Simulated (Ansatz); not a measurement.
Here is an Ansatz input file for GaGe (distorted cell). Write the same calculation for the Python package.

```yaml
crystal:
  lattice:
    - [0.01839, 2.86752, 2.94968]
    - [2.86146, 0.0214, 2.94668]
    - [2.86518, 2.86824, 0.01767]
  atoms:
    - { symbol: Ga, position: [0.74704, 0.7624, 0.7499] }
    - { symbol: Ge, position: [0.9828, 0.01226, 0.00021] }
basis:
  ecutwfc: 470.0
kpoints:
  mp_grid: { grid: [5, 5, 5] }
hamiltonian:
  xc: pbe
scf:
  occupations: { method: methfessel_paxton }
output:
  forces: true
```

On the command line:
```console
$ ansatz run input.yaml --threads 1 --pin off --max-ram 3072MiB --backend cpu --events-out ev --progress --plain --runs-dir out
Engine: ansatz 0.2.0, x86_64-unknown-linux-gnu
Pseudopotentials: kind: paw
Pseudopotential: Ga, paw, valence charge 13, recommended cutoff 420 eV (normal), Ga.paw.azcp
Pseudopotential: Ge, paw, valence charge 14, recommended cutoff 420 eV (normal), Ge.paw.azcp
Functional definition: PBE
  parameter kappa = 0.804
  parameter beta = 0.06672455060314922
  exchange = pbe_x(kappa = kappa, mu = beta*pi^2/3)
  correlation = pbe_c(beta = beta)
Crystal: 2 atoms, lattice volume = 47.938 Å³
Basis set: ecut = 470 eV, 1103 PW (Γ), exchange–correlation on 60×60×60 points (8 copies of the dense FFT grid, shifted against one another)
Bands: 18, of which v1, the nominal top of the filled ones, is band 14 counted from 1 (13 counted from 0)
Symmetry: 1 space group operations
Space group: P1 (ITA 1), of the structure as read, at distance tolerance 3.6e-5 Å
k-points: 63 of 125 (time reversal used)
Non-local potential: Ga, projectors of the file, l = 0: 2, l = 1: 2, l = 2: 3, l = 3: 1
Non-local potential: Ge, projectors of the file, l = 0: 2, l = 1: 2, l = 2: 3, l = 3: 1
PAW form: soft (Blöchl's): semilocal exchange-correlation on the pseudo side does not see the compensation charge
PAW one-centre angular grid: Ga, 590 points (default); XC on 64 Gauss nodes
PAW one-centre angular grid: Ge, 590 points (default); XC on 64 Gauss nodes
Initial density: superposition of atomic densities (neutral atoms: chi_scale 0, normalization atom), corrected by the library's trained network
Initial wavefunctions: pseudopotential atomic-orbital guess
Functional: x = pbe(κ = 0.804, μ = 0.2195149727645171), c = pbe(β = 0.06672455060314922)
SCF iter   1: F=—  HF=-8077.727383 eV  |F-HF|=—  |Δ(HF+E_count)|=         —  Δρ=1.57e-3  dr2=1.41e-3  ethr=1.77e-3  ⟨swp⟩=5.6  Hψ=5347  notcnv=0
preconditioner: auto → none  [insulator: Δε(μ)=0.097 eV  Ē_g=20.553 eV  σ=0.100 eV  W_gap=0.70  n_scr=14 (ndim 8)  ℏωp=27.9 eV  f_vac=0.056  D(μ)=0.47/eV (n_scr^D=0)  ε∞_Penn≈2.8]
SCF iter   2: F=—  HF=-8077.726635 eV  |F-HF|=—  |Δ(HF+E_count)|=   7.47e-4  S|Δr|=    0.00e0  Δρ=8.55e-4  dr2=2.72e-4  ethr=5.23e-6  ⟨swp⟩=2.0  Hψ=1996  notcnv=0
SCF iter   3: F=—  HF=-8077.726662 eV  |F-HF|=—  |Δ(HF+E_count)|=   2.69e-5  S|Δr|=    0.00e0  Δρ=3.27e-4  dr2=4.39e-5  ethr=1.01e-6  ⟨swp⟩=2.0  Hψ=1654  notcnv=0
SCF iter   4: F=—  HF=-8077.726667 eV  |F-HF|=—  |Δ(HF+E_count)|=   4.36e-6  S|Δr|=    0.00e0  Δρ=8.54e-5  dr2=2.73e-6  ethr=1.63e-7  ⟨swp⟩=2.0  Hψ=1653  notcnv=0
SCF iter   5: F=—  HF=-8077.726670 eV  |F-HF|=—  |Δ(HF+E_count)|=   3.37e-6  S|Δr|=    0.00e0  Δρ=2.18e-5  dr2=1.69e-7  ethr=1.01e-8  ⟨swp⟩=2.0  Hψ=1969  notcnv=0
SCF iter   6: F=-8077.726670 eV  HF=-8077.726670 eV  |F-HF|=1.02e-8  |Δ(HF+E_count)|=   1.54e-7  S|Δr|=    0.00e0  Δρ=6.49e-6  dr2=2.16e-8  ethr=3.70e-10  ⟨swp⟩=4.0  Hψ=3944  notcnv=0
SCF 1 converged in 6 iterations: F = -8077.726670 eV  dr2 = 2.16e-8
  greatest PAW one-centre occupation: 0.998 electrons in one spin orbital (limit 2), on the Ge atom at site 1 (counted from 0), in its partial waves of l = 2
SCF converged after 6 iterations
Stability not checked: this state was not tested for a lower state beside it, because cold or Methfessel-Paxton smearing, or corrected tetrahedra, fill the levels in a way that the test cannot read (fill_not_monotonic; see scf.lower_state_search)
Free energy (F): -8077.726670 eV
Harris-Foulkes:  -8077.726670 eV  (|F-HF|=1.02e-8)
Internal energy: -8077.728017 eV  (E = F + TS)
E sigma→0 (E₀):  -8077.727007 eV
Entropy (-TS):   0.001347 eV (0.674 meV/atom)
Fermi energy:    6.533919 eV
--- Per-component energies (eV) ---
  E_band       = -236.197661
  E_kinetic    = 225.371070
  E_local      = -4617.533914  (includes V_loc(G=0)·N_el)
  E_nonlocal   = 840.054238
  E_hartree    = 2077.829004
  E_xc         = -144.199136
  E_vxc        = -121.797958  (∫ρ·V_xc dr)
  E_paw        = -4005.078088  (= ΣΔE_a)
  E_vpaw       = -717.946819  (= ΣTr[D̂ρ^β])
  E_aug_tail   = -0.000120  (compensation charges beyond the density's cutoff)
  E_ewald      = -2454.171072
  E_smearing   = 0.001347  (= −TS)
  E_closure    = 0.000000  (closes the sum)
  Σ components = -8077.726670   (vs F -8077.726670, Δ=0.00e0)
--- Forces (eV/Å), atoms counted from 1 ---
  atom   1  Ga     0.02231447    -0.22251106    -0.13913250
  atom   2  Ge    -0.02231513     0.22251041     0.13913396
  max |Σ_I F_I| component: 1.46e-6 eV/Å
```

Script `scf_gage.py`:
```python
from collections import Counter
from dataclasses import dataclass
import warnings

import ansatz as az
import pandas as pd


@dataclass(frozen=True)
class Settings:
    xc: str = "pbe"
    occupations: str = "Methfessel-Paxton"
    cutoff_ev: int = 470


opts = Settings()


def main() -> None:
    warnings.simplefilter("ignore", az.DeckWarning)

    crystal = (
        az.Lattice.of((0.01839, 2.86752, 2.94968), (2.86146, 0.0214, 2.94668), (2.86518, 2.86824, 0.01767))
        .atom("Ga", (0.74704, 0.7624, 0.7499))
        .atom("Ge", (0.9828, 0.01226, 0.00021))
    )

    job = (
        crystal.calculation()
        .functional(opts.xc)
        .occupations(opts.occupations)
        .kpoints(5)
        .basis(opts.cutoff_ev)
        .compute(forces=True)
    )
    result = job.run(threads=1)
    rep = result.report

    print("%-22s %14.5f eV" % ("F = E - TS", rep["free_energy_ev"]))
    print("%-22s %14.5f eV" % ("E", rep["internal_energy_ev"]))
    print("%-22s %14.5f eV" % ("Harris-Foulkes", rep["harris_foulkes_ev"]))
    print("%-22s %14.5f eV" % ("Fermi level", rep["fermi_energy_ev"]))

    table = pd.DataFrame(rep["forces_ev_ang"], columns=["fx", "fy", "fz"])
    table.insert(0, "atom", [site["symbol"] for site in rep["lattice"]["sites"]])
    print(table.round(4).to_string())

    told = Counter((n["data"]["severity"], n["data"]["kind"]) for n in result.notices if n["event"] == "notice")
    for (severity, kind), count in sorted(told.items()):
        print(f"{severity:8s} {kind} x{count}")

    used = rep["setup"]
    print("cutoffs (eV):", used["ecut_ev"], used["ecutrho_ev"], " FFT grid:", used["fft_dense"])
    print("cell volume {:.3f} A^3, {} symmetry operations".format(used["cell_volume_ang3"], used["n_sym_ops"]))


if __name__ == "__main__":
    main()
```

Running `python scf_gage.py` prints:
```text
F = E - TS                -8077.72667 eV
E                         -8077.72802 eV
Harris-Foulkes            -8077.72667 eV
Fermi level                   6.53392 eV
  atom      fx      fy      fz
0   Ga  0.0223 -0.2225 -0.1391
1   Ge -0.0223  0.2225  0.1391
audit    band_cg_iterations x1
audit    preconditioner_resolved x1
cutoffs (eV): 470.0 1880.0  FFT grid: [30, 30, 30]
cell volume 47.938 A^3, 1 symmetry operations
```

Reading the output:
- Total energies depend on the potentials; only differences at equal settings carry meaning. A total without «per atom» is that of the cell as typed.
- Under cold or Methfessel-Paxton smearing the entropy term is a generalised one and can be negative.
- For a metal this k-point mesh is coarse: on a finer one energies can move by several to tens of meV an atom and pressures by half a GPa or more, differences at one mesh by less.
- An absolute Fermi energy rests on an arbitrary zero of the periodic potential and has no direct meaning.
- The cell is a database structure, distorted on purpose.
- Finished in 3.2 s on 1 thread of Intel(R) Xeon(R) Platinum 8559C (Emerald Rapids), on a shared host, peak memory 0.51 GiB.

(Lines on the test bed's own set-up are left out of the output.)
